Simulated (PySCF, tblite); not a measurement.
**C₇H₁₁BSi: geometry, infrared bands and NMR shifts**

What infrared bands and NMR shifts should C₇H₁₁BSi (`C=C[SiH2]C1=CBCC=C1`) show?

Computed with tblite 0.8.0 and PySCF 2.14.0, with density-fitted response routines of our own, on a single molecule in the gas phase. Atoms are numbered from 0 throughout.

## (1) The starting structure

20 atoms, charge 0, multiplicity 1; geometry from: force field or distance geometry start.

Bonds of the start (Å): C0–C1 1.34, C1–Si2 1.85, Si2–C3 1.86, C3–C4 1.33, C4–B5 1.56, B5–C6 1.59, C6–C7 1.51, C7–C8 1.34, C8–C3 1.49, C0–H9 1.08, C0–H10 1.09, C1–H11 1.07, Si2–H12 1.48, Si2–H13 1.46, C4–H14 1.09, B5–H15 1.18, C6–H16 1.10, C6–H17 1.11, C7–H18 1.09, C8–H19 1.08.

## (2) Geometry optimisation with GFN2-xTB

What the job is given:

```
{"job": {"kind": "relax", "xc": "GFN2-xTB", "basis": "xTB"}, "charge": 0, "multiplicity": 1}
C      2.438100    -0.692000    -1.949400
C      2.493100     0.517800    -1.386600
Si     1.911100     0.780400     0.353300
C      0.101500     0.380900     0.439000
C     -0.804500     1.310200     0.156500
B     -2.331400     0.972700     0.185500
C     -2.753200    -0.496300     0.623000
C     -1.566500    -1.405300     0.866300
C     -0.286600    -1.018000     0.791100
H      2.780100    -0.828400    -2.960100
H      2.018600    -1.543600    -1.415600
H      2.904800     1.349200    -1.927100
H      2.104600     2.192200     0.734300
H      2.661300    -0.080400     1.267000
H     -0.502900     2.323600    -0.122300
H     -3.141100     1.797700    -0.040600
H     -3.391300    -0.931500    -0.166400
H     -3.350600    -0.438300     1.560900
H     -1.780100    -2.437800     1.127000
H      0.489900    -1.742400     0.993400
```

Run with:

```bash
> OMP_NUM_THREADS=1 python probes_run.py task.json out
```

This one command runs all jobs of the session in turn.

**Question.** This job is followed by: GFN2-xTB harmonic vibrations, gas phase; GIAO PBE0/pcSseg-1 NMR shielding, non-relativistic, gas phase. Predict these results of the whole session: strongest single infrared mode (GFN2-xTB); zero-point energy (GFN2-xTB); 13C shifts against TMS (PBE0/pcSseg-1); 1H shifts against TMS (PBE0/pcSseg-1, means over atoms taken as alike); 29Si shifts against TMS (PBE0/pcSseg-1); 11B shifts against BF3·OEt2 (PBE0/pcSseg-1); surface potential, 1st and 99th percentile.

The runs gave:

| quantity | value |
| --- | --- |
| strongest single infrared mode (GFN2-xTB) | 2186 cm⁻¹, 367 km/mol |
| zero-point energy (GFN2-xTB) | 94.5 kcal/mol |
| 13C shifts against TMS (PBE0/pcSseg-1) | 169.9, 154.6, 152.9, 144.9, 138.8, 137.3, 35.0 ppm |
| 1H shifts against TMS (PBE0/pcSseg-1, means over atoms taken as alike) | 8.03, 7.27, 7.11, 7.10, 6.53, 6.50, 5.99, 4.90, 2.52 ppm |
| 29Si shifts against TMS (PBE0/pcSseg-1) | -39.8 ppm |
| 11B shifts against BF3·OEt2 (PBE0/pcSseg-1) | 63.8 ppm |
| surface potential, 1st and 99th percentile | -0.52 V and 0.85 V |

**Reading.** Relaxing lowered the energy by 0.259 eV in 166 steps; the close pair that moved most is C3–C8, from 1.494 to 1.443 Å. All 54 modes are real, so the xTB geometry is a minimum. The strongest single mode, at 2186 cm⁻¹, moves mainly H13. GFN2-xTB is a fitted tight-binding method: band positions and strengths are rough. Its intensities can rank the bands wrongly. By nearest atom (PBE0/pcSseg-1), the HOMO sits on C4, C7 about 25 % each; C8 18 % and the LUMO on C3 23 %; B5 22 %.
